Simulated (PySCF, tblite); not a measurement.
**C₅H₁₀Se: dynamics, then NMR shifts on frames**

How do NMR shifts of C₅H₁₀Se (`C[C@@H]1CCC[Se]1`) change as the atoms move?

Computed with tblite 0.8.0 and PySCF 2.14.0, with density-fitted response routines of our own, on a single molecule in the gas phase. Atoms are numbered from 0 throughout.

## 1. Starting geometry

16 atoms, charge 0, multiplicity 1; geometry from: GFN2-xTB.

Bonds of the start (Å): C0–C1 1.52, C1–C2 1.52, C2–C3 1.52, C3–C4 1.52, C4–Se5 1.98, Se5–C1 2.01, C0–H6 1.09, C0–H7 1.09, C0–H8 1.09, C1–H9 1.09, C2–H10 1.09, C2–H11 1.09, C3–H12 1.09, C3–H13 1.09, C4–H14 1.09, C4–H15 1.09.

## 2. A short Langevin run with GFN2-xTB

What the job is given:

```
{"job": {"kind": "md", "xc": "GFN2-xTB", "basis": "xTB", "temperature": 300, "steps": 2000, "every": 50, "frames": 5}, "charge": 0, "multiplicity": 1}
C      2.224753     0.117613    -0.136345
C      0.832424     0.202522     0.456610
C     -0.103912    -0.902188    -0.014185
C     -1.535175    -0.465812     0.270605
C     -1.737776     0.882496    -0.399127
Se    -0.086527     1.912219    -0.050975
H      2.180361     0.161215    -1.222959
H      2.695055    -0.820860     0.154961
H      2.843229     0.941054     0.216391
H      0.887829     0.213449     1.549953
H      0.135297    -1.837824     0.494920
H      0.024460    -1.053264    -1.088744
H     -2.258014    -1.190630    -0.108329
H     -1.676542    -0.369511     1.349513
H     -2.588712     1.434459    -0.002742
H     -1.844349     0.784007    -1.480958
```

Level: GFN2-xTB Langevin dynamics, gas phase.

Command:

```sh
$ OMP_NUM_THREADS=1 python probes_run.py task.json out
```

One launch serves the whole session: the jobs run in the order shown.

What it wrote:

```text
t/fs     T/K      E/eV
    0.0   244.0   -516.53900
   25.0   105.0   -516.15648
   50.0   187.5   -516.21101
   75.0   217.2   -516.16978
  100.0   199.6   -516.18418
  125.0   227.5   -516.22174
  150.0   196.9   -516.15057
  175.0   169.0   -516.19020
  200.0   150.1   -516.13011
  225.0   164.3   -516.12919
  250.0   192.5   -516.09949
  275.0   243.6   -516.22093
  300.0   169.9   -515.93964
  325.0   230.8   -516.03990
  350.0   258.8   -515.95856
  375.0   300.9   -515.99702
  400.0   285.6   -515.89547
  425.0   229.9   -515.66786
  450.0   275.5   -515.85345
  475.0   381.3   -516.10670
  500.0   227.9   -515.86422
  525.0   311.2   -516.10825
  550.0   336.7   -516.09634
  575.0   299.8   -516.05561
  600.0   373.3   -516.02639
  625.0   306.8   -515.88503
  650.0   343.0   -515.97970
  675.0   356.6   -516.14714
  700.0   286.1   -515.90903
  725.0   301.7   -516.05519
  750.0   299.0   -516.15754
  775.0   247.3   -515.94728
  800.0   329.4   -515.93874
  825.0   302.3   -515.76192
  850.0   318.8   -515.87869
  875.0   301.0   -515.98528
  900.0   328.9   -516.07050
  925.0   349.2   -516.03596
  950.0   239.4   -515.88194
  975.0   243.0   -515.94046
 1000.0   275.7   -515.91406
```

Run time: 17 s. Hardware: 1 thread of Arm Neoverse N1, shared host; peak memory 0.18 GiB.

Distance from the start (root mean square after alignment): 0 fs 0.00 Å, 200 fs 0.20 Å, 400 fs 0.23 Å, 600 fs 0.11 Å, 800 fs 0.17 Å, 1000 fs 0.28 Å.

Positions (Å) and forces (eV/Å) at 1000 fs:

```xyz
16

C     1.584    0.195    1.769    1.870   -0.626    2.895
C     0.145    0.188    1.577   -1.192   -0.798    0.582
C    -0.393   -1.228    1.211    0.597    1.192   -0.948
C    -1.840   -0.930    0.832   -0.712   -0.565    1.506
C    -1.979    0.296   -0.080    0.219   -1.305    0.652
Se   -0.399    1.373    0.042    0.599    0.047    0.532
H     2.102   -0.037    0.907    1.040   -0.636   -1.863
H     1.903   -0.554    2.575   -0.540    0.557   -0.976
H     2.010    1.111    2.149   -0.226    0.672   -0.009
H    -0.322    0.515    2.526   -0.260    0.147   -0.541
H    -0.178   -2.023    1.970   -0.546    0.935   -0.483
H     0.124   -1.520    0.262   -0.210   -0.009    0.661
H    -2.242   -1.825    0.382   -0.406   -0.174   -0.369
H    -2.469   -0.734    1.755    0.793   -0.268   -0.701
H    -2.811    0.839    0.273   -1.032    0.916    0.193
H    -2.169   -0.028   -1.072    0.010   -0.086   -1.130
```

## 3. NMR shieldings: 250 fs, PBE0/pcSseg-1

What the job is given:

```
{"job": {"kind": "nmr", "xc": "PBE0", "basis": "pcSseg-1", "pop": false}, "charge": 0, "multiplicity": 1}
C      2.031300     0.009300    -0.114900
C      0.670500     0.018300     0.638500
C     -0.276400    -1.107700     0.260500
C     -1.701400    -0.634900     0.655500
C     -2.021100     0.761900     0.221600
Se    -0.317900     1.722100     0.139100
H      1.865400     0.000800    -1.192400
H      2.510700    -0.878900     0.300500
H      2.621800     0.886500     0.196300
H      0.772600     0.021400     1.698000
H     -0.042200    -2.042900     0.743100
H     -0.202600    -1.319000    -0.789900
H     -2.415600    -1.254400     0.239000
H     -1.748600    -0.791300     1.729300
H     -2.698800     1.228700     0.992300
H     -2.466700     0.722800    -0.832700
```

Level: GIAO PBE0/pcSseg-1 NMR shielding, non-relativistic, gas phase.

What it wrote:

```text
coarse grid: 57952 points
cycle   1  E = -2597.2503910415  dE = -4.833e-01  |g| = 7.131e-01  |ddm| = 3.620e+00
cycle   2  E = -2597.2543041001  dE = -3.913e-03  |g| = 4.803e-01  |ddm| = 6.020e-01
cycle   3  E = -2597.2839485269  dE = -2.964e-02  |g| = 1.388e-01  |ddm| = 4.143e-01
cycle   4  E = -2597.2882932961  dE = -4.345e-03  |g| = 4.016e-02  |ddm| = 1.836e-01
cycle   5  E = -2597.2887406772  dE = -4.474e-04  |g| = 9.802e-03  |ddm| = 4.856e-02
cycle   6  E = -2597.2887616414  dE = -2.096e-05  |g| = 1.215e-03  |ddm| = 7.729e-03
cycle   7  E = -2597.2887618816  dE = -2.403e-07  |g| = 7.460e-04  |ddm| = 2.044e-03
final grid: 122840 points
cycle   8  E = -2597.2887170253  dE =  1.566e-07  |g| = 1.156e-03  |ddm| = 2.572e-03
cycle   9  E = -2597.2887164833  dE =  5.420e-07  |g| = 1.823e-03  |ddm| = 2.894e-03
cycle  10  E = -2597.2887173924  dE = -9.091e-07  |g| = 5.889e-05  |ddm| = 1.761e-03
cycle  11  E = -2597.2887173931  dE = -7.731e-10  |g| = 1.249e-05  |ddm| = 5.502e-05
converged SCF energy = -2597.2887173931

GIAO shielding tensors (ppm)
atom      isotropic    diamagn.    paramagn.     s11        s22        s33       span
  0 C      161.695     245.571     -83.876    142.930    160.628    181.527     38.597
  1 C      128.390     247.771    -119.381     74.002    152.219    158.947     84.945
  2 C      144.369     247.954    -103.585    114.613    150.200    168.293     53.680
  3 C      152.257     247.728     -95.471    107.215    172.497    177.059     69.844
  4 C      148.406     247.479     -99.073    112.920    165.708    166.590     53.670
  5 Se    1377.385    2999.133   -1621.748    843.090   1135.637   2153.429   1310.339
  6 H       30.097      28.996       1.102     26.404     28.706     35.182      8.778
  7 H       29.774      28.527       1.247     24.353     27.123     37.846     13.493
  8 H       29.667      28.593       1.074     24.239     27.896     36.866     12.627
  9 H       28.286      32.763      -4.477     24.211     26.376     34.269     10.058
 10 H       30.213      31.322      -1.109     25.547     27.630     37.461     11.914
 11 H       30.656      32.021      -1.365     26.515     29.421     36.033      9.517
 12 H       30.732      31.039      -0.307     24.474     28.841     38.880     14.407
 13 H       29.899      30.566      -0.667     24.070     28.342     37.284     13.215
 14 H       27.586      27.754      -0.168     21.810     25.182     35.765     13.954
 15 H       27.254      28.115      -0.861     21.294     25.023     35.445     14.151
```

Run time: 47 s. Hardware: 1 thread of Arm Neoverse N1, shared host; peak memory 0.74 GiB.

The references, computed at this level on geometries of the same kind, shield at (ppm): 1H TMS 31.72, 13C TMS 186.9, 77Se Me2Se 1758. Their shielding less the atom's gives the shift. The references are single molecules in the gas phase. Each atom is listed at this fixed geometry, with no averaging over motion; a spectrum would average atoms that exchange fast.

```tsv
atoms	environment	σ (ppm)	δ (ppm)
C1	sp3 CH bonded to Se	128.4	58.5
C2	sp3 CH2 in a ring	144.4	42.6
C4	sp3 CH2 bonded to Se	148.4	38.5
C3	sp3 CH2 in a ring	152.3	34.7
C0	methyl carbon	161.7	25.2
H15	hydrogen on an sp3 CH2 bonded to Se	27.25	4.46
H14	hydrogen on an sp3 CH2 bonded to Se	27.59	4.13
H9	hydrogen on an sp3 CH bonded to Se	28.29	3.43
H8	hydrogen on a methyl carbon	29.67	2.05
H7	hydrogen on a methyl carbon	29.77	1.94
H13	hydrogen on an sp3 CH2 in a ring	29.90	1.82
H6	hydrogen on a methyl carbon	30.10	1.62
H10	hydrogen on an sp3 CH2 in a ring	30.21	1.50
H11	hydrogen on an sp3 CH2 in a ring	30.66	1.06
H12	hydrogen on an sp3 CH2 in a ring	30.73	0.99
Se5	selenium bonded to 2 C, in a 5-membered ring	1377	381
```

Ring of atoms C1, C2, C3, C4, Se5: NICS(0) -8.0, NICS(1) -4.1, NICS(1)zz -2.2 ppm (means of both faces).

The fields below are evaluated on a grid from the run's orbitals.

Frontier orbitals at PBE0/pcSseg-1, with the share of their density that lies nearest to each atom:

```tsv
orbital	energy (eV)	lies on
HOMO	-5.87	Se5 81 %
LUMO	0.26	Se5 47 %; C1 16 %; C4 9 %
```

ELF in a plane through or near 7 of the atoms.

Values, 10 rows by 14 columns:
```
0.00 0.00 0.00 0.00 0.00 0.00 0.00 0.00 0.00 0.00 0.00 0.00 0.00 0.00
0.00 0.00 0.00 0.00 0.00 0.00 0.02 0.03 0.00 0.00 0.00 0.00 0.00 0.00
0.00 0.00 0.00 0.00 0.00 0.10 0.99 0.97 0.04 0.01 0.01 0.00 0.00 0.00
0.00 0.00 0.22 0.95 0.25 0.04 0.95 0.94 0.22 0.54 0.70 0.09 0.00 0.00
0.00 0.00 0.81 1.00 0.89 0.21 0.83 0.27 0.62 0.23 0.60 0.05 0.00 0.00
0.00 0.00 0.13 0.64 0.26 0.93 0.37 0.27 0.53 0.88 0.37 0.11 0.00 0.00
0.00 0.00 0.79 0.99 0.84 0.19 0.72 0.23 0.81 0.22 0.93 0.78 0.02 0.00
0.00 0.00 0.15 0.76 0.06 0.11 0.39 0.68 0.45 0.21 0.34 0.19 0.00 0.00
0.00 0.00 0.00 0.00 0.00 0.16 0.77 0.83 0.48 0.06 0.00 0.00 0.00 0.00
0.00 0.00 0.00 0.00 0.00 0.00 0.11 0.17 0.05 0.00 0.00 0.00 0.00 0.00
```
The map spans 10.8 Å across and 9.0 Å up, centred on the molecule. Atoms in the plane (x, y in Å): C0 (-2.3, -0.3), C3 (1.5, 0.6), C4 (1.8, -0.9), Se5 (0.2, -1.9), H7 (-2.7, 0.6), H8 (-2.8, -1.1), H10 (-0.2, 1.9).

On the surface of density 0.002 e/bohr³ the electrostatic potential runs, from the 1st to the 99th percentile, from -1.17 V near Se5 to 0.72 V near H10.

## 4. Nuclear shieldings: 425 fs, PBE0/pcSseg-1

What the job is given:

```
{"job": {"kind": "nmr", "xc": "PBE0", "basis": "pcSseg-1", "pop": false}, "charge": 0, "multiplicity": 1}
C      1.634700    -0.460700     0.209100
C      0.250700    -0.146500     0.764500
C     -0.795800    -1.255800     0.543500
C     -2.138500    -0.690700     1.088000
C     -2.462800     0.646200     0.443400
Se    -0.634600     1.487200     0.222300
H      1.758500    -0.520700    -0.863200
H      1.952200    -1.420600     0.466700
H      2.570500     0.097900     0.507700
H      0.228800     0.059300     1.868500
H     -0.567500    -2.271600     0.920500
H     -0.860400    -1.288500    -0.575000
H     -2.937100    -1.439900     0.889700
H     -1.964000    -0.584600     2.244300
H     -3.191100     1.233700     1.063200
H     -2.910800     0.547000    -0.564700
```

With the program's defaults for keys left out, this is: GIAO PBE0/pcSseg-1 NMR shielding, non-relativistic, gas phase.

What it wrote:

```text
coarse grid: 57952 points
cycle   1  E = -2597.2405920806  dE = -5.697e-01  |g| = 7.048e-01  |ddm| = 3.609e+00
cycle   2  E = -2597.2453759544  dE = -4.784e-03  |g| = 4.634e-01  |ddm| = 5.713e-01
cycle   3  E = -2597.2713589715  dE = -2.598e-02  |g| = 1.341e-01  |ddm| = 3.863e-01
cycle   4  E = -2597.2753684449  dE = -4.009e-03  |g| = 3.762e-02  |ddm| = 1.742e-01
cycle   5  E = -2597.2757553388  dE = -3.869e-04  |g| = 8.612e-03  |ddm| = 4.552e-02
cycle   6  E = -2597.2757718437  dE = -1.650e-05  |g| = 1.029e-03  |ddm| = 6.644e-03
cycle   7  E = -2597.2757720664  dE = -2.227e-07  |g| = 4.555e-04  |ddm| = 1.777e-03
final grid: 122840 points
cycle   8  E = -2597.2758177549  dE =  1.119e-08  |g| = 6.573e-04  |ddm| = 2.068e-03
cycle   9  E = -2597.2758175861  dE =  1.688e-07  |g| = 1.029e-03  |ddm| = 1.632e-03
cycle  10  E = -2597.2758178711  dE = -2.849e-07  |g| = 4.797e-05  |ddm| = 9.946e-04
cycle  11  E = -2597.2758178716  dE = -5.648e-10  |g| = 8.262e-06  |ddm| = 5.078e-05
converged SCF energy = -2597.2758178716

GIAO shielding tensors (ppm)
atom      isotropic    diamagn.    paramagn.     s11        s22        s33       span
  0 C      175.910     241.266     -65.355    157.702    168.660    201.369     43.667
  1 C      147.350     243.469     -96.118    109.205    149.027    183.818     74.613
  2 C      134.023     249.816    -115.792    101.093    149.301    151.676     50.583
  3 C      143.695     248.614    -104.919    126.645    144.605    159.835     33.190
  4 C      143.261     247.300    -104.039    106.123    152.348    171.312     65.189
  5 Se    1484.048    2997.834   -1513.786   1151.054   1239.232   2061.857    910.804
  6 H       31.022      29.338       1.684     26.419     28.254     38.392     11.973
  7 H       31.619      29.925       1.693     25.832     28.994     40.030     14.198
  8 H       29.518      26.908       2.610     24.232     25.975     38.346     14.114
  9 H       26.958      30.107      -3.150     19.755     26.229     34.890     15.135
 10 H       29.148      30.344      -1.195     23.846     27.251     36.349     12.503
 11 H       29.605      30.664      -1.059     26.295     27.890     34.630      8.334
 12 H       28.706      27.645       1.061     23.580     26.308     36.230     12.650
 13 H       28.302      27.897       0.404     23.807     25.687     35.411     11.603
 14 H       28.003      27.694       0.310     22.839     25.111     36.059     13.220
 15 H       27.870      29.174      -1.304     22.180     25.455     35.974     13.794
```

Run time: 37 s. Hardware: 1 thread of Arm Neoverse N1, shared host; peak memory 0.89 GiB.

This run: δ C2 52.9, C4 43.7, C3 43.2, C1 39.6, H9 4.76, H15 3.85 ppm.

[end of part 1 of 2]
